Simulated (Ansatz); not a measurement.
# CH5NZn: the cost of one run

The runs use Ansatz 0.2.0, Gaussian basis; the settings change from run to run.

### 1 The geometry

An earlier PBE0-D4 in a triple-zeta def2 set relaxation fixed the geometry.

SMILES `C[NH][ZnH]`, 8 atoms, charge 0, spin multiplicity 1.

Atoms are counted from 1 here; the program's logs count them from 0.

Bond lengths: C1–N2 1.444 Å, C1–H4 1.099 Å, C1–H5 1.093 Å, C1–H6 1.099 Å, N2–Zn3 1.809 Å, N2–H7 1.007 Å, Zn3–H8 1.521 Å. Angles: N2–C1–H4 112.8°, N2–C1–H5 110.6°, N2–C1–H6 112.8°, H4–C1–H5 106.5°, H4–C1–H6 107.3°, H5–C1–H6 106.5°, C1–N2–Zn3 128.3°, C1–N2–H7 112.0°, Zn3–N2–H7 119.7°, N2–Zn3–H8 179.9°.

### 2 B97M-V/cc-pVTZ

Options: unrestricted orbitals, atoms shaken by 0.03 Å.

in.yaml

```yaml
crystal:
  periodic: [false, false, false]
  atoms:
    - {symbol: C, position_ang: [-0.668342, 0.843551, -0.187847]}
    - {symbol: N, position_ang: [0.558826, 0.113418, -0.000782]}
    - {symbol: Zn, position_ang: [0.893000, -1.646862, 0.244437]}
    - {symbol: H, position_ang: [-0.683471, 1.307307, -1.189541]}
    - {symbol: H, position_ang: [-1.528729, 0.099975, -0.143663]}
    - {symbol: H, position_ang: [-0.834766, 1.544531, 0.536629]}
    - {symbol: H, position_ang: [1.348718, 0.761431, -0.073927]}
    - {symbol: H, position_ang: [1.128149, -3.103501, 0.597737]}
basis:
  gaussian: {orbitals: cc-pVTZ}
magnetization: {spin_polarized: true, initial_magnetization: 0}
hamiltonian: {xc: {name: B97M-V}}
output: {forces: true}
```

Command:

```
> ansatz run in.yaml --threads 2 --pin off --events-out ev --progress --plain --max-ram 4352MiB
```

**Question.** How long does this run take on 2 threads of Intel Xeon 6975P-C, shared host, and how much memory does it need?

About 13 s, with a peak of 0.45 GiB.
